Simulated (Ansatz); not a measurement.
# AsClH5NOSi: the cost of one run

Method: RKS B3LYP-D4/def2-SVP, in Ansatz 0.2.0.

### 1 The structure to begin with

Bond lengths: N1–Si2 1.755 Å, Si2–O3 1.698 Å, Si2–Cl4 2.091 Å, Si2–As5 2.313 Å, N1–H6 1.122 Å, N1–H7 1.030 Å, O3–H8 1.005 Å, As5–H9 1.560 Å, As5–H10 1.534 Å. Angles: N1–Si2–O3 107.3°, N1–Si2–Cl4 113.2°, N1–Si2–As5 110.1°, O3–Si2–Cl4 108.3°, O3–Si2–As5 110.3°, Cl4–Si2–As5 107.7°, Si2–N1–H6 105.4°, Si2–N1–H7 107.7°, H6–N1–H7 103.3°, Si2–O3–H8 105.3°, Si2–As5–H9 93.7°, Si2–As5–H10 93.4°, H9–As5–H10 94.7°.

As a file:

```xyz
10

N    -1.4981   -0.5864    0.5613
Si    0.0378   -0.3229   -0.2453
O     0.8767   -1.7989   -0.2298
Cl   -0.1716    0.2907   -2.2336
As    1.2505    1.3013    0.8682
H    -2.0541    0.3835    0.4658
H    -2.0494   -1.2335   -0.0196
H     1.0625   -1.9879    0.7395
H     0.3487    2.4669    0.3575
H     2.2800    1.4362   -0.2610
```

### 2 End point A

Contents of input.yaml:

```yaml
crystal:
  periodic: [false, false, false]
  atoms:
    - { symbol: "N", position_ang: [-1.4981, -0.5864, 0.5613] }
    - { symbol: Si, position_ang: [0.0378, -0.3229, -0.2453] }
    - { symbol: O, position_ang: [0.8767, -1.7989, -0.2298] }
    - { symbol: Cl, position_ang: [-0.1716, 0.2907, -2.2336] }
    - { symbol: As, position_ang: [1.2505, 1.3013, 0.8682] }
    - { symbol: H, position_ang: [-2.0541, 0.3835, 0.4658] }
    - { symbol: H, position_ang: [-2.0494, -1.2335, -0.0196] }
    - { symbol: H, position_ang: [1.0625, -1.9879, 0.7395] }
    - { symbol: H, position_ang: [0.3487, 2.4669, 0.3575] }
    - { symbol: H, position_ang: [2.28, 1.4362, -0.261] }
basis:
  gaussian: { orbitals: def2-SVP }
hamiltonian:
  xc: b3lyp
  dispersion: d4
relax:
  f_tol: 0.015
  max_steps: 40
```

Launch:

```
$ ansatz run input.yaml --threads 2 --pin off --max-ram 3072MiB --backend cpu --events-out ev --progress --plain --runs-dir out
```

**Question.** How long does this run take on 2 threads of Arm Neoverse V2, shared host, and how much memory does it need?

About 53 s, with a peak of 0.32 GiB.
